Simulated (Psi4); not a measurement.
# SiCNCl2F (SMILES N#C[Si](F)(Cl)Cl) at 3 levels

Wanted: a comparison of 3 runs (HF/STO-3G, B3LYP/6-31G*, HSE06/cc-pVDZ) of SiCNCl2F. 

Program for the calculation: Psi4 1.11.

6 further runs of the same task are left out: 6 that didn't finish. Runs told in other sessions of the task aren't counted.

### Step 1. The molecule

The species is SiCNCl2F (6 atoms), meant as a singlet with charge 0. As SMILES, `N#C[Si](F)(Cl)Cl`. The Si3–Cl5 distance was set to 3.611 Å, away from the relaxed value. At this shape a bond of the SMILES string is far longer than usual.

Bond lengths: N1–C2 1.151 Å, C2–Si3 1.830 Å, Si3–F4 1.572 Å, Si3–Cl6 2.006 Å. Angles: N1–C2–Si3 179.1°, C2–Si3–F4 107.4°, C2–Si3–Cl6 109.0°, F4–Si3–Cl6 109.6°. A long bond or contact: Si3–Cl5 3.611 Å.

### Step 2. Energy and forces at HF/STO-3G (run 1)

File ccl2fnsi.dat:

```
memory 2.2 GB

molecule {
  0 1
  N      1.108776    -2.134420     2.364648
  C      0.279276    -1.536720     1.836348
  Si    -1.025724    -0.563120     1.001048
  F     -2.115324    -1.575320     0.491648
  Cl     0.422900     1.177100    -1.812500
  Cl    -1.846924     0.701280     2.324748
  symmetry c1
}

set {
  puream true
  e_convergence 1e-09
  d_convergence 1e-08
  scf_type pk
}

E, wfn = gradient('scf/STO-3G', return_wfn=True)
oeprop(wfn, 'QUADRUPOLE', 'MULLIKEN_CHARGES', 'WIBERG_LOWDIN_INDICES', title='SCF')
```

Launch:

```bash
$ psi4 ccl2fnsi.dat ccl2fnsi.out -n 1
```

ccl2fnsi.out:

```text
[...]
  Running in c1 symmetry.
[...]
  Nuclear repulsion =  354.778716981974128
[...]
  Multiplicity = 1
[...]
  Nalpha       = 35
  Nbeta        = 35
[...]
    Number of basis functions: 42
[...]
   @RHF iter   1: -1383.49603007678502   -2.18460e+00   1.41358e-02 ADIIS/DIIS
[...]
   @RHF iter  16: -1383.83598813474555   -4.54747e-13   5.96727e-09 DIIS
[...]
    Orbital Energies [Eh]
    ---------------------
    Doubly Occupied:
       1A   -103.769769     2A   -103.518838     3A    -68.243125
       4A    -26.023436     5A    -15.444201     6A    -11.090685
       7A    -10.455914     8A    -10.220528     9A     -7.899901
      10A     -7.893948    11A     -7.893664    12A     -7.663561
      13A     -7.659810    14A     -7.659809    15A     -6.213917
      16A     -4.239564    17A     -4.238265    18A     -4.237144
      19A     -1.595278    20A     -1.227693    21A     -1.113612
      22A     -0.869490    23A     -0.808581    24A     -0.661567
      25A     -0.614205    26A     -0.603865    27A     -0.557270
      28A     -0.514652    29A     -0.501555    30A     -0.489627
      31A     -0.483193    32A     -0.476250    33A     -0.309838
      34A     -0.309806    35A     -0.256196
[...]
  @RHF Final Energy: -1383.83598813474555
   => Energetics <=
    Nuclear Repulsion Energy =            354.7787169819741280
    One-Electron Energy =               -2625.7118956923764017
    Two-Electron Energy =                 887.0971905756567821
    Total Energy =                      -1383.8359881347455485
[...]
  -Total Gradient:
     Atom            X                  Y                   Z
    ------   -----------------  -----------------  -----------------
       1       -0.018181828882     0.014226282837    -0.012260113087
       2        0.019573571883    -0.023639518368     0.022084620960
       3       -0.045807165097     0.002757252535     0.033745450473
       4        0.011306309046     0.006562504121     0.014065892593
       5        0.021584029279     0.025513935658    -0.041558243464
       6        0.011525083768    -0.025420456783    -0.016077607469
[...]
 Multipole Moments:
 ------------------------------------------------------------------------------------
     Multipole            Electronic (a.u.)      Nuclear  (a.u.)        Total (a.u.)
 ------------------------------------------------------------------------------------
 L = 1.  Multiply by 2.5417464519 to convert [e a0] to [Debye]
 Dipole X            :         -2.5628067            1.3493778           -1.2134289
 Dipole Y            :         -0.2242782           -0.7856529           -1.0099311
 Dipole Z            :         -0.0070435            1.2108191            1.2037756
 Magnitude           :                                                    1.9853075
 L = 2.  Multiply by 1.3450342976 to convert [e a0^2] to [Debye ang]
 Quadrupole XX       :       -369.2811720          328.4108312          -40.8703408
 Quadrupole XY       :         16.6906129          -15.9193133            0.7712995
[...]
  Mulliken Charges: (a.u.)
   Center  Symbol    Alpha    Beta     Spin     Total
       1     N     3.55627  3.55627  0.00000 -0.11253
       2     C     3.07217  3.07217  0.00000 -0.14435
       3    SI     6.40944  6.40944  0.00000  1.18112
       4     F     4.62038  4.62038  0.00000 -0.24075
       5    CL     8.71117  8.71117  0.00000 -0.42234
       6    CL     8.63058  8.63058  0.00000 -0.26115
   Total alpha = 35.00000, Total beta = 35.00000, Total charge =  0.00000
  Wiberg Bond Indices using Orthogonal Lowdin Orbitals:
[...]
```

Wall time 4.2 s (1 thread of Intel Xeon Platinum 8259CL at 2.50GHz (Skylake/Cascade Lake), shared host); peak memory 0.18 GiB.

### Step 3. A single-point energy at B3LYP/6-31G(d) (spherical functions) (run 2)

File ccl2fnsi.xyz:

```xyz
6
CCl2FNSi
N      1.108776    -2.134420     2.364648
C      0.279276    -1.536720     1.836348
Si    -1.025724    -0.563120     1.001048
F     -2.115324    -1.575320     0.491648
Cl     0.422900     1.177100    -1.812500
Cl    -1.846924     0.701280     2.324748
```

File run.py:

```python
import psi4

psi4.set_memory('2200 MB')
psi4.set_num_threads(1)
psi4.core.set_output_file('psi4.out', False)

with open('ccl2fnsi.xyz') as f:
    atoms = ''.join(f.readlines()[2:])
geom = psi4.geometry('0 1\n' + atoms + 'symmetry c1')

psi4.set_options({
    'basis': '6-31G*',
    'reference': 'rks',
    'puream': True,
    'e_convergence': 1e-09,
    'd_convergence': 1e-08,
    'scf_type': 'pk',
    'dft_radial_points': 99,
    'dft_spherical_points': 590,
})

e_tot, wfn = psi4.energy("b3lyp", return_wfn=True)
psi4.oeprop(wfn, "QUADRUPOLE", "MAYER_INDICES", "DIPOLE", title="B3LYP")
print('E =', round(e_tot, 9))
```

Launch:

```bash
$ python run.py
```

psi4.out:

```text
[...]
  Running in c1 symmetry.
[...]
  Nuclear repulsion =  354.778716981974128
[...]
  Multiplicity = 1
[...]
  Nalpha       = 35
  Nbeta        = 35
[...]
    Number of basis functions: 96
[...]
   @RKS iter   1: -1402.26677730406368   -3.73445e-01   6.93748e-03 ADIIS/DIIS
[...]
   @RKS iter  16: -1402.56792192930061   -1.00044e-11   4.95390e-09 DIIS
[...]
    Orbital Energies [Eh]
    ---------------------
    Doubly Occupied:
       1A   -101.609322     2A   -101.505593     3A    -66.330101
       4A    -24.784270     5A    -14.414467     6A    -10.276331
       7A     -9.543868     8A     -9.431880     9A     -7.304942
      10A     -7.298090    11A     -7.297507    12A     -7.195949
      13A     -7.185532    14A     -7.185526    15A     -5.474480
      16A     -3.834556    17A     -3.833566    18A     -3.831871
      19A     -1.281929    20A     -0.972704    21A     -0.921372
      22A     -0.753267    23A     -0.670173    24A     -0.581729
      25A     -0.539017    26A     -0.527210    27A     -0.491441
      28A     -0.430290    29A     -0.425048    30A     -0.418518
      31A     -0.407708    32A     -0.400660    33A     -0.304689
      34A     -0.284227    35A     -0.284184
[...]
  @RKS Final Energy: -1402.56792192930061
   => Energetics <=
    Nuclear Repulsion Energy =            354.7787169819741280
    One-Electron Energy =               -2641.0795102137508366
    Two-Electron Energy =                 964.4792681553236662
    DFT Exchange-Correlation Energy =     -80.7463968528472122
    Empirical Dispersion Energy =           0.0000000000000000
    VV10 Nonlocal Energy =                  0.0000000000000000
    Total Energy =                      -1402.5679219293006099
[...]
 Multipole Moments:
 ------------------------------------------------------------------------------------
     Multipole            Electronic (a.u.)      Nuclear  (a.u.)        Total (a.u.)
 ------------------------------------------------------------------------------------
 L = 1.  Multiply by 2.5417464519 to convert [e a0] to [Debye]
 Dipole X            :         -2.5037776            1.3493778           -1.1543998
 Dipole Y            :          0.3680337           -0.7856529           -0.4176192
 Dipole Z            :          0.1434933            1.2108191            1.3543124
 Magnitude           :                                                    1.8278968
 L = 2.  Multiply by 1.3450342976 to convert [e a0^2] to [Debye ang]
 Quadrupole XX       :       -371.2416800          328.4108312          -42.8308488
 Quadrupole XY       :         15.9794285          -15.9193133            0.0601152
[...]
```

Standard output:

```text
E = -1402.567921929
```

Wall time 21 s (1 thread of Intel Xeon Platinum 8259CL at 2.50GHz (Skylake/Cascade Lake), shared host); peak memory 0.98 GiB.

### Step 4. A single-point energy at HSE06/cc-pVDZ (run 3)

File job.in:

```
memory 2200 mb

molecule {
  N      1.108776    -2.134420     2.364648
  C      0.279276    -1.536720     1.836348
  Si    -1.025724    -0.563120     1.001048
  F     -2.115324    -1.575320     0.491648
  Cl     0.422900     1.177100    -1.812500
  Cl    -1.846924     0.701280     2.324748
  units angstrom
  symmetry c1
  no_reorient
  no_com
}

set {
  basis                cc-pVDZ
  puream               true
  e_convergence        1e-09
  d_convergence        1e-08
  scf_type             pk
  dft_radial_points    99
  dft_spherical_points 590
}

e_tot, wfn = energy("hse06", return_wfn=True)
oeprop(wfn, "MULLIKEN_CHARGES", "DIPOLE", "MAYER_INDICES", title="HSE06")
print_variables()
```

Launch:

```bash
$ psi4 -n 1 job.in job.out
```

job.out (excerpt; [...] marks lines left out):

```text
[...]
  Running in c1 symmetry.
[...]
  Nuclear repulsion =  354.778716981974128
[...]
  Multiplicity = 1
[...]
  Nalpha       = 35
  Nbeta        = 35
[...]
    Number of basis functions: 96
[...]
   @RKS iter   1: -1401.75579989817788   -3.53901e-01   6.60574e-03 DIIS/ADIIS
[...]
   @RKS iter  16: -1402.03404200877890   -9.09495e-13   4.96853e-09 DIIS
[...]
  @RKS Final Energy: -1402.03404200877890
   => Energetics <=
    Nuclear Repulsion Energy =            354.7787169819741280
    One-Electron Energy =               -2640.9730582902670903
    Two-Electron Energy =                 960.5010023495864289
    DFT Exchange-Correlation Energy =     -76.3407030500721646
    Empirical Dispersion Energy =           0.0000000000000000
    VV10 Nonlocal Energy =                  0.0000000000000000
    Total Energy =                      -1402.0340420087786697
[...]
 Multipole Moments:
 ------------------------------------------------------------------------------------
     Multipole            Electronic (a.u.)      Nuclear  (a.u.)        Total (a.u.)
 ------------------------------------------------------------------------------------
 L = 1.  Multiply by 2.5417464519 to convert [e a0] to [Debye]
 Dipole X            :         89.8760307          -91.0269207           -1.1508900
 Dipole Y            :         26.6679060          -27.0048666           -0.3369607
 Dipole Z            :       -101.9940160          103.4026842            1.4086682
 Magnitude           :                                                    1.8499828
[...]
  Mulliken Charges: (a.u.)
   Center  Symbol    Alpha    Beta     Spin     Total
       1     N     3.52007  3.52007  0.00000 -0.04015
       2     C     3.05144  3.05144  0.00000 -0.10289
       3    SI     6.63006  6.63006  0.00000  0.73988
       4     F     4.61065  4.61065  0.00000 -0.22130
       5    CL     8.66501  8.66501  0.00000 -0.33001
       6    CL     8.52277  8.52277  0.00000 -0.04554
   Total alpha = 35.00000, Total beta = 35.00000, Total charge =  0.00000
  Mayer Bond Indices:
[...]
```

Run time: 2 min. Hardware: 1 thread of Intel Xeon Platinum 8259CL at 2.50GHz (Skylake/Cascade Lake), shared host; peak memory 1.2 GiB.

### Step 5. The series

```
run                               level      task         integration grid   energy (Eh)  dipole moment (D)  HOMO energy (eV)  LUMO energy (eV)  wall time
  1                           HF/STO-3G  gradient                        –  -1383.835988               5.05             -6.97             -1.27      4.2 s
  2  B3LYP/6-31G* (spherical functions)    energy  99 radial × 590 angular  -1402.567922               4.65             -7.73             -5.96       21 s
  3                       HSE06/cc-pVDZ    energy  99 radial × 590 angular  -1402.034042               4.70             -7.54             -6.15      2 min
```

### Step 6. Results

```
            quantity           value
 run 3: total energy  -1402.03404 Eh
run 3: dipole moment          4.70 D
  run 3: HOMO energy        -7.54 eV
  run 3: LUMO energy        -6.15 eV
run 3: HOMO–LUMO gap         1.39 eV
```

**Reading.** The dipole moment (its size) runs from 4.65 D (B3LYP/6-31G*) to 5.05 D (HF/STO-3G). The two ends differ in method and basis. The HOMO–LUMO gap runs from 1.39 eV (HSE06/cc-pVDZ) to 5.70 eV (HF/STO-3G). Totals of different functionals can't be ranked against each other. In run 1 the basis is minimal, so the values are rough. In all runs a closed-shell determinant meets a far-stretched bond; if it breaks into open shells, such a determinant describes it badly, and no broken-symmetry solution was shown. All runs together took 2.5 min, the longest 2 min.
